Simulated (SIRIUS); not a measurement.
## HPbNO4 in SIRIUS: the effect of functional

HPbNO4:

```
CELL_PARAMETERS angstrom
3.85707 0.00178 -0.03658
0.17353 4.33436 -0.01647
0.75803 0.83873 5.87662
ATOMIC_POSITIONS crystal
H 0.61511 0.89559 0.19844
Pb 0.64597 0.44651 0.91685
N 0.71474 0.23810 0.50058
O 0.16958 0.47007 0.77768
O 0.62919 0.97045 0.49845
O 0.56424 0.92583 0.03849
O 0.78022 0.42250 0.31951
```

The cell was built by a generator and needn't be a form met in nature.

Alike in all runs:

```yaml
Program: SIRIUS 7.12.0
Task: single point
Potentials_or_basis: PseudoDojo 0.4.1 PBE standard (scalar relativistic)
Cutoff: 1152 eV
Density_cutoff: 4606 eV
k_mesh: 3 × 3 × 2
Occupations: fermi-dirac, width 0.05 eV
Spin: no spin polarisation
```

```tsv
functional	pressure (GPa)	largest force (eV/Å)
LDA	-4.6	0.41
PBEsol	-2.4	0.35
RPBE	?	?
revPBE	2.1	0.39
BLYP	3.8	0.73
PW91	0.3	0.24
AM05	-1.8	0.49
XLYP	4.3	0.80
mPWLYP	3.6	0.75
KT2	-7.5	1.28
```

**Question.** What does the run with functional RPBE give?

**Answer.** Pressure 2.5 GPa; largest force 0.44 eV/Å.

Caveats: all runs use coarse meshes; the potentials were made for another functional, which shifts forces and pressure.

Runs at the PBE level aren't shown here.
